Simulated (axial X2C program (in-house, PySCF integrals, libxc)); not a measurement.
# KH⁺: from the state search to constants

What are the state, bond length, wavenumber and bond energy of KH⁺, and what does spin–orbit coupling change?

The runs use an in-house X2C program for linear molecules on PySCF integrals; all-electron X2C, K dyall-cv3z, H dyall-v3z.

All values are calculated.

### Step 1. Input

Input file task.json:

```json
{"zs": [19, 1], "q": 1, "bas": ["dyall-cv3z", "dyall-v3z"], "levels": ["PBE0", "HF", "M06"], "cc": true, "r0": 2.28, "thr": -2.0, "nmax": 90, "npts": 10, "nst": 2, "ntry": 6}
```

Keys: zs atomic numbers; q charge; bas basis sets; levels methods (HF also brings MP2); cc coupled cluster on or off; r0 starting distance in Å; thr threshold in hartree for freezing inner shells (an s shell follows its p shell); nmax most natural virtual spinors; npts points asked for on the curve; nst determinants followed; ntry starts of the search.

Run with:

```sh
python so2c.py task.json out
```

Spin-free means the one-electron spin-free X2C Hamiltonian; two-component (2c) means X2C with spin–orbit coupling and atomic mean-field two-electron Coulomb and Gaunt terms. Basis: K dyall-cv3z contracted to [11s12p6d3f], H dyall-v3z contracted to [6s2p1d]; Gaussian nuclei, density fitting. Masses: K 38.964 u, H 1.008 u.

Notation: σ, π±, δ± give the projection m of an orbital's angular momentum (0, ±1, ±2), α and β its spin, Λ and M_S the sums; ω is the projection of a spinor's total angular momentum and Ω the sum. Logs are in hartree.

Further steps of the session: PBE0, spin-free; HF, spin-free; M06, spin-free; MP2 and beyond, spin-free; PBE0, 2c; HF, 2c; M06, 2c; Correlated methods, 2c.

Q: Predict the outcome of this session. Wanted: for each run, Hamiltonian; Re; ωe; De; μ.

**Answer**, as computed:

Lowest determinant that the search found at its distance (another Ω component may lie lower), spin-free: M_S = 1/2, Λ = 0 (beyond closed shells: σα).

Lowest determinant that the search found at its distance (another Ω component may lie lower), 2c: Ω = 1/2 (excess of +ω over −ω: ω = 1/2).

| Hamiltonian | level | Re (Å) | ωe (cm⁻¹) | De (eV) | μ (D) |
| --- | --- | --- | --- | --- | --- |
| spin-free | PBE0 | 3.087 | 218.7 | 0.046 | 0.02 |
| spin-free | HF | 3.225 | 179.9 | 0.028 | -0.10 |
| spin-free | MP2 | 3.067 | 220.4 | 0.040 | n/a |
| spin-free | CCSD | 3.062 | 223.1 | 0.039 | n/a |
| spin-free | CCSD(T) | 3.057 | 223.0 | 0.040 | n/a |
| 2c | PBE0 | 3.087 | 218.7 | 0.046 | 0.02 |
| 2c | HF | 3.225 | 179.8 | 0.028 | -0.10 |
| 2c | MP2 | 3.067 | 220.4 | 0.040 | n/a |
| 2c | CCSD | 3.062 | 223.1 | 0.039 | n/a |
| 2c | CCSD(T) | 3.058 | 223.0 | 0.040 | n/a |

Dipoles are positive if H is the positive end and refer to the centre of mass. No constants: spin-free M06 (too few points lie around the minimum for a second fit to confirm the first); 2c M06 (too few points lie around the minimum for a second fit to confirm the first).

**Reading.** At CCSD(T), going from spin-free to two-component changes Re by 0 mÅ, ωe by 0.0 %; the spin-free picture holds up (part of it comes from the scalar share of the two-electron terms). De moves by 0.00 eV; both De rest on single-determinant atoms, which can miss part of an open shell's spin–orbit lowering.

De refers to K+ + H, the ground-state fragments, which need not be this curve's own limit. The state is a single determinant with fixed occupations, the lowest that a limited PBE0 search found. Dissociation energies refer to the lowest single-determinant-based atoms at the same level and basis. Density functionals use the spin component along the axis (collinear). CCSD and (T) use frozen natural virtuals with an MP2 correction for the truncation.
